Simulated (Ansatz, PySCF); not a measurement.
**TlI3 in two programs**

TlI3 (singlet), relaxed with PySCF 2.14.0, RKS r2SCAN, Tl def2-SVP with ECP60, I def2-SVP with ECP28; non-relativistic Hamiltonian with scalar-relativistic core potentials where named; density fitting; no spin-orbit coupling:

```xyz
4

Tl    0.0000    0.0000   -0.0949
I     2.7359    0.0000   -0.0935
I    -1.3679    2.3693   -0.0935
I    -1.3679   -2.3693   -0.0935
```

There the HOMO–LUMO gap is 2.28 eV. 

The same geometry by Ansatz 0.2.0 (PBE, PAW, a periodic box with 9 Å of vacuum):

| spin-orbit coupling | gap (eV) | largest force component (eV/Å) |
| --- | --- | --- |
| without | 2.06 | 0.01 |

**Question.** What does the run with spin-orbit coupling give?

**Answer.** gap (eV): 1.91, largest force component (eV/Å): 0.03. It took 32 s on 2 threads of Arm Neoverse V1 (shared host), peak memory 2.3 GiB.

The spin-orbit runs use fully relativistic datasets of their own, so changes of a few hundredths of an eV needn't come from the coupling.

No frequency check is given that shows the relaxed geometry to be a minimum.

The two programs differ in functional, so their gaps don't test each other.
